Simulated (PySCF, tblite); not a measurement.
**C9H13Cl: geometry, infrared bands and NMR shifts**

Aim: predict the infrared bands and NMR shifts of C9H13Cl (`CCC1=C(C)C=CC[C@@H]1Cl`).

Programs: tblite 0.8.0 and PySCF 2.14.0, with density-fitted response routines of our own. Each step states its level of theory. These are calculated values for one molecule in the gas phase, unless marked as measured. Atoms count from 0, in the outputs and in this text.

## Step 1: The starting structure

23 atoms, charge 0, multiplicity 1; geometry from: force field or distance geometry start.

Bonds of the start (Å): C0–C1 1.52, C1–C2 1.48, C2–C3 1.30, C3–C4 1.48, C3–C5 1.45, C5–C6 1.32, C6–C7 1.46, C7–C8 1.49, C8–Cl9 1.80, C8–C2 1.48, C0–H10 1.10, C0–H11 1.11, C0–H12 1.11, C1–H13 1.09, C1–H14 1.12, C4–H15 1.13, C4–H16 1.09, C4–H17 1.13, C5–H18 1.08, C6–H19 1.09, C7–H20 1.14, C7–H21 1.12, C8–H22 1.14.

## Step 2: Geometry optimisation with GFN2-xTB

The job: settings as JSON, then the geometry in Å.

```
{"job": {"kind": "relax", "xc": "GFN2-xTB", "basis": "xTB"}, "charge": 0, "multiplicity": 1}
C      2.569000     0.601300     0.122800
C      1.503900     0.053900    -0.813400
C      0.140400     0.107200    -0.233800
C     -0.503800    -1.011200    -0.099400
C      0.107200    -2.312800    -0.459900
C     -1.840900    -1.011600     0.449800
C     -2.372900     0.148500     0.781900
C     -1.753000     1.467800     0.670300
C     -0.378900     1.449200     0.105900
Cl    -0.360000     2.431900    -1.403200
H      2.257500     1.542300     0.605700
H      2.825200    -0.178400     0.871400
H      3.511000     0.792600    -0.437200
H      1.798200    -0.928800    -1.191400
H      1.467800     0.742900    -1.696200
H     -0.543500    -3.131300    -0.031000
H      1.107900    -2.479500    -0.054300
H      0.070700    -2.458100    -1.582500
H     -2.410600    -1.920100     0.601700
H     -3.379200     0.097700     1.198300
H     -2.404600     2.143300     0.023000
H     -1.701100     1.924300     1.694700
H      0.285100     1.956000     0.887000
```

On the command line:

```
$ OMP_NUM_THREADS=1 python probes_run.py task.json out
```

The driver reads the jobs from task.json and runs them one after another.

**Question.** This job is followed by: GFN2-xTB harmonic vibrations, gas phase; GIAO PBE0/pcSseg-1 NMR shielding, non-relativistic, gas phase. Predict these results of the whole session: strongest single infrared mode (GFN2-xTB); zero-point energy (GFN2-xTB); 13C shifts against TMS (PBE0/pcSseg-1); 1H shifts against TMS (PBE0/pcSseg-1, means over atoms taken as alike); 35Cl shifts against HCl (PBE0/pcSseg-1); surface potential, 1st and 99th percentile.

As calculated:

| quantity | value |
| --- | --- |
| strongest single infrared mode (GFN2-xTB) | 3093 cm⁻¹, 55 km/mol |
| zero-point energy (GFN2-xTB) | 121.4 kcal/mol |
| 13C shifts against TMS (PBE0/pcSseg-1) | 143.3, 137.5, 135.8, 131.2, 64.1, 37.8, 28.8, 20.2, 16.4 ppm |
| 1H shifts against TMS (PBE0/pcSseg-1, means over atoms taken as alike) | 6.34, 6.08, 4.41, 2.77, 2.52, 2.40, 2.10, 1.98, 1.07 ppm |
| 35Cl shifts against HCl (PBE0/pcSseg-1) | 182 ppm |
| surface potential, 1st and 99th percentile | -1.18 V and 0.90 V |

The optimisation took 94 steps and gained 0.783 eV; among the close pairs (by a distance rule), C8–H22 changed most, from 1.144 to 1.091 Å. No mode is imaginary among the 63: a minimum at this level. The strongest single mode, at 3093 cm⁻¹, moves mainly H19. Unscaled tight-binding wavenumbers are off by several per cent, some by more. Its intensities can rank the bands wrongly. At PBE0/pcSseg-1: The widest tensor belongs to Cl9: span 698 ppm, with a paramagnetic part of -380 ppm. At PBE0/pcSseg-1, counted by nearest atom on the grid, the HOMO lies on C2 26 %; C3, C6 about 18 % each, the LUMO on C2, C6 about 20 % each; C3 16 %.
